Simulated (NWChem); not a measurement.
**[C2H5Si2]− (SMILES [SiH2-]C#C[SiH3]): levels of theory compared**

We compute a comparison of 4 runs (HF/STO-3G, HF/3-21G, B3LYP/6-31G*) of [C2H5Si2]−. 

Program for the calculation: NWChem 7.3.0.

### Step 1. Starting point

The species is [C2H5Si2]− (9 atoms), meant as a singlet with charge -1. As SMILES, `[SiH2-]C#C[SiH3]`. Geometry: relaxed at GFN2-xTB.

Bond lengths: Si1–C2 1.815 Å, C2–C3 1.233 Å, C3–Si4 1.802 Å, Si1–H5 1.485 Å, Si1–H6 1.486 Å, Si4–H7 1.496 Å, Si4–H8 1.495 Å, Si4–H9 1.486 Å. Some angles: Si1–C2–C3 161.9°, C2–C3–Si4 172.9°, C2–Si1–H5 106.0°, C2–Si1–H6 106.3°, C3–Si4–H7 115.1°, C3–Si4–H8 115.2°, C3–Si4–H9 111.9°, H5–Si1–H6 103.7°, H7–Si4–H8 102.9°, H7–Si4–H9 105.2°.

### Step 2. Energy and gradient at HF/STO-3G (run 1)

The input, m1.nw:

```
start m1
title "C2H5Si2 gradient"
memory total 2200 mb
charge -1

geometry units angstroms noautosym nocenter noautoz
 Si    -0.026020     2.456620    -1.266290
 C     -0.154570     0.848280    -0.434420
 C      0.144260    -0.210860     0.121250
 Si     0.362080    -1.804040     0.934380
 H     -0.789330     2.324150    -2.533730
 H     -0.838990     3.406310    -0.463860
 H     -0.703870    -2.814380     0.648480
 H      1.617820    -2.533610     0.579730
 H      0.388620    -1.672480     2.414470
end

basis spherical bse
 * library STO-3G
end

scf
 thresh 1e-08
 maxiter 80
 noprint "final vectors analysis"
end

task scf gradient
```

Launch:

```bash
$ nwchem m1.nw > m1.out
```

The program printed:

```text
[...]
  functions       =    33
[...]
  wavefunction    = RHF
[...]
         Total SCF energy =   -648.661515252670
      One-electron energy =  -1227.863277554666
      Two-electron energy =    420.697444744596
 Nuclear repulsion energy =    158.504317557399
        Time for solution =      1.3s
[...]
                         RHF ENERGY GRADIENTS
    atom               coordinates                        gradient
                 x          y          z           x          y          z
   1 Si     -0.049171   4.642339  -2.392941   -0.042985  -0.047189   0.023623
   2 C      -0.292095   1.603017  -0.820935   -0.011829   0.105234  -0.055329
   3 C       0.272612  -0.398468   0.229129    0.030011  -0.069373   0.040032
   4 Si      0.684232  -3.409141   1.765722   -0.004609   0.025041  -0.011523
   5 H      -1.491617   4.392007  -4.788055    0.012330   0.005654  -0.024204
   6 H      -1.585461   6.436993  -0.876568    0.011633   0.023518   0.009519
   7 H      -1.330121  -5.318407   1.225450   -0.021426  -0.025731  -0.005179
   8 H       3.057236  -4.787829   1.095531    0.026348  -0.019503  -0.006789
   9 H       0.734385  -3.160529   4.562687    0.000528   0.002349   0.029851
[...]
```

Wall time 2 s (1 thread of AMD EPYC 9R45 (Zen 5), shared host); peak memory 0.099 GiB.

### Step 3. Energy and gradient at HF/3-21G (run 2)

The input, run.py:

```python
from ase import Atoms
from ase.calculators.nwchem import NWChem

system = Atoms('SiCCSiHHHHH', positions=[
    [-0.026020, 2.456620, -1.266290],
    [-0.154570, 0.848280, -0.434420],
    [0.144260, -0.210860, 0.121250],
    [0.362080, -1.804040, 0.934380],
    [-0.789330, 2.324150, -2.533730],
    [-0.838990, 3.406310, -0.463860],
    [-0.703870, -2.814380, 0.648480],
    [1.617820, -2.533610, 0.579730],
    [0.388620, -1.672480, 2.414470],
])

calc = NWChem(
    label='struct',
    theory='scf',
    memory='2200 mb',
    basis='3-21G',
    basispar='spherical bse',
    charge=-1,
    scf={'nopen': '0', 'rhf': None, 'thresh': '1e-08', 'maxiter': '80'},
)
system.calc = calc

forces = system.get_forces()
print(f"energy = {system.get_potential_energy():.6f} eV")
print("forces (eV/A):")
for s, f in zip(system.symbols, forces):
    print(f"{s:2s} {f[0]:10.5f} {f[1]:10.5f} {f[2]:10.5f}")
print("dipole (e A):", system.get_dipole_moment().round(4))
```

Launch:

```bash
$ export ASE_NWCHEM_COMMAND="nwchem PREFIX.nwi > PREFIX.nwo"
$ python run.py
```

The program printed:

```text
energy = -17767.231723 eV
forces (eV/A):
Si    1.73246    2.10188   -1.05312
C     0.95784   -3.43638    1.83104
C    -1.29291    1.66607   -0.99198
Si    0.16136   -0.42120    0.11529
H    -0.76120   -0.23772   -0.42922
H    -0.78455    0.19304    0.41477
H    -0.14964    0.03348   -0.04973
H     0.13416    0.06515   -0.05605
H     0.00247    0.03564    0.21911
dipole (e A): [-0.182  -1.5618  0.8001]
```

The calculator wrote struct.nwi:

```
title "struct"

permanent_dir struct

scratch_dir struct

start struct

geometry units angstrom nocenter noautosym noautoz
  Si -2.6020000000000001e-02 2.4566200000000000e+00 -1.2662899999999999e+00
  C  -1.5457000000000001e-01 8.4828000000000003e-01 -4.3441999999999997e-01
  C  1.4426000000000000e-01 -2.1085999999999999e-01 1.2125000000000000e-01
  Si 3.6208000000000001e-01 -1.8040400000000001e+00 9.3437999999999999e-01
  H  -7.8932999999999998e-01 2.3241499999999999e+00 -2.5337299999999998e+00
  H  -8.3899000000000001e-01 3.4063099999999999e+00 -4.6385999999999999e-01
  H  -7.0387000000000000e-01 -2.8143799999999999e+00 6.4847999999999995e-01
  H  1.6178200000000000e+00 -2.5336099999999999e+00 5.7972999999999997e-01
  H  3.8862000000000002e-01 -1.6724800000000000e+00 2.4144700000000001e+00
end

charge -1

memory 2200 mb

basis spherical bse noprint
   * library 3-21G
end

scf
  nopen 0
  rhf
  thresh 1e-08
  maxiter 80
end

task scf gradient
```

struct.nwo, cut to the lines that bear on the results:

```text
[...]
      One-electron energy =  -1225.894358072472
[... 1 line left out ...]
 Nuclear repulsion energy =    158.504317557399
[... 41 lines left out ...]
                       ROHF Final Molecular Orbital Analysis
[... 196 lines left out ...]
     1   1 0 0     -0.343980      0.000000      8.158382
[...]
  wavefunction    =   RHF
                         RHF ENERGY GRADIENTS
    atom               coordinates                        gradient
                 x          y          z           x          y          z
   1 Si     -0.049171   4.642339  -2.392941   -0.033691  -0.040875   0.020480
   2 C      -0.292095   1.603017  -0.820935   -0.018627   0.066827  -0.035608
   3 C       0.272612  -0.398468   0.229129    0.025143  -0.032400   0.019291
[... 5 lines of this table left out ...]
   9 H       0.734385  -3.160529   4.562687   -0.000048  -0.000693  -0.004261
[...]
```

Wall time 2.5 s (1 thread of AMD EPYC 9R45 (Zen 5), shared host); peak memory 0.099 GiB.

Run 3 isn't shown in full; the table further down has it.

### Step 4. Energy and gradient at B3LYP/6-31G(d) (Cartesian functions) (run 4)

The input, run.py:

```python
from ase import Atoms
from ase.calculators.nwchem import NWChem

mol = Atoms(['Si', 'C', 'C', 'Si', 'H', 'H', 'H', 'H', 'H'], positions=[
    [-0.026020, 2.456620, -1.266290],
    [-0.154570, 0.848280, -0.434420],
    [0.144260, -0.210860, 0.121250],
    [0.362080, -1.804040, 0.934380],
    [-0.789330, 2.324150, -2.533730],
    [-0.838990, 3.406310, -0.463860],
    [-0.703870, -2.814380, 0.648480],
    [1.617820, -2.533610, 0.579730],
    [0.388620, -1.672480, 2.414470],
])

calc = NWChem(
    label='a',
    theory='dft',
    memory='2200 mb',
    basis='6-31G*',
    charge=-1,
    dft={'xc': 'b3lyp', 'mult': '1', 'grid': 'xfine', 'convergence': 'energy 1e-08', 'iterations': '100', 'mulliken': None},
)
mol.calc = calc

forces = mol.get_forces()
print("Total energy (eV):", round(mol.get_potential_energy(), 6))
print("forces (eV/A):")
for s, f in zip(mol.symbols, forces):
    print(f"{s:2s} {f[0]:10.5f} {f[1]:10.5f} {f[2]:10.5f}")
print("dipole (e A):", mol.get_dipole_moment().round(4))
```

Launch:

```bash
$ export ASE_NWCHEM_COMMAND="nwchem PREFIX.nwi > PREFIX.nwo"
$ python run.py
```

The program printed:

```text
Total energy (eV): -17909.353469
forces (eV/A):
Si    1.47530    0.84486   -0.40577
C    -0.09333    0.00005    0.00319
C    -0.01682   -1.30998    0.63218
Si   -0.11503    0.54903   -0.35923
H    -0.63475   -0.16697   -0.33440
H    -0.65285    0.16044    0.30704
H    -0.11981   -0.06747   -0.02720
H     0.14275   -0.01666   -0.04402
H     0.01450    0.00668    0.22821
dipole (e A): [-0.1596 -1.3228  0.6782]
```

The calculator wrote a.nwi:

```
title "a"

permanent_dir a

scratch_dir a

start a

geometry units angstrom nocenter noautosym noautoz
  Si -2.6020000000000001e-02 2.4566200000000000e+00 -1.2662899999999999e+00
  C  -1.5457000000000001e-01 8.4828000000000003e-01 -4.3441999999999997e-01
  C  1.4426000000000000e-01 -2.1085999999999999e-01 1.2125000000000000e-01
  Si 3.6208000000000001e-01 -1.8040400000000001e+00 9.3437999999999999e-01
  H  -7.8932999999999998e-01 2.3241499999999999e+00 -2.5337299999999998e+00
  H  -8.3899000000000001e-01 3.4063099999999999e+00 -4.6385999999999999e-01
  H  -7.0387000000000000e-01 -2.8143799999999999e+00 6.4847999999999995e-01
  H  1.6178200000000000e+00 -2.5336099999999999e+00 5.7972999999999997e-01
  H  3.8862000000000002e-01 -1.6724800000000000e+00 2.4144700000000001e+00
end

charge -1

memory 2200 mb

basis noprint
   * library 6-31G*
end

dft
  xc b3lyp
  mult 1
  grid xfine
  convergence energy 1e-08
  iterations 100
  mulliken
end

task dft gradient
```

a.nwo, cut to the lines that bear on the results:

```text
[...]
         Total DFT energy =     -658.156605938046
[...]
  wavefunction    = closed shell
                         DFT ENERGY GRADIENTS
    atom               coordinates                        gradient
                 x          y          z           x          y          z
   1 Si     -0.049171   4.642339  -2.392941   -0.028690  -0.016430   0.007891
   2 C      -0.292095   1.603017  -0.820935    0.001815  -0.000001  -0.000062
   3 C       0.272612  -0.398468   0.229129    0.000327   0.025475  -0.012294
[... 5 lines of this table left out ...]
   9 H       0.734385  -3.160529   4.562687   -0.000282  -0.000130  -0.004438
[...]
```

Run time: 23 s. Hardware: 1 thread of AMD EPYC 9R45 (Zen 5), shared host; peak memory 0.15 GiB.

### Step 5. The series

| run | level | iteration cap | module | energy (Eh) | largest force (eV/Å) | wall time |
| --- | --- | --- | --- | --- | --- | --- |
| 1 | HF/STO-3G | 80 | scf | -648.661515 | 6.144 | 2 s |
| 2 | HF/3-21G | 80 | scf | -652.933728 | 4.010 | 2.5 s |
| 3 | B3LYP/6-31G* (spherical functions) | 100 | dft | -658.151366 | 1.747 | 22 s |
| 4 | B3LYP/6-31G* (Cartesian functions) | 100 | dft | -658.156606 | 1.748 | 23 s |

### Step 6. Outcome

```
                                                    quantity          value
                                         run 4: total energy  -658.15661 Eh
                                          run 4: HOMO energy        0.44 eV
                                          run 4: LUMO energy        4.14 eV
run 4: HOMO–LUMO gap (to an unbound level, set by the basis)        3.71 eV
                             run 4: largest force on an atom     1.748 eV/Å
```

In words: In run 4 the HOMO lies above zero, so the outermost electron may be held by the basis alone. In run 1 the basis is minimal, so the values are rough. All runs together took 49 s, the longest 23 s.
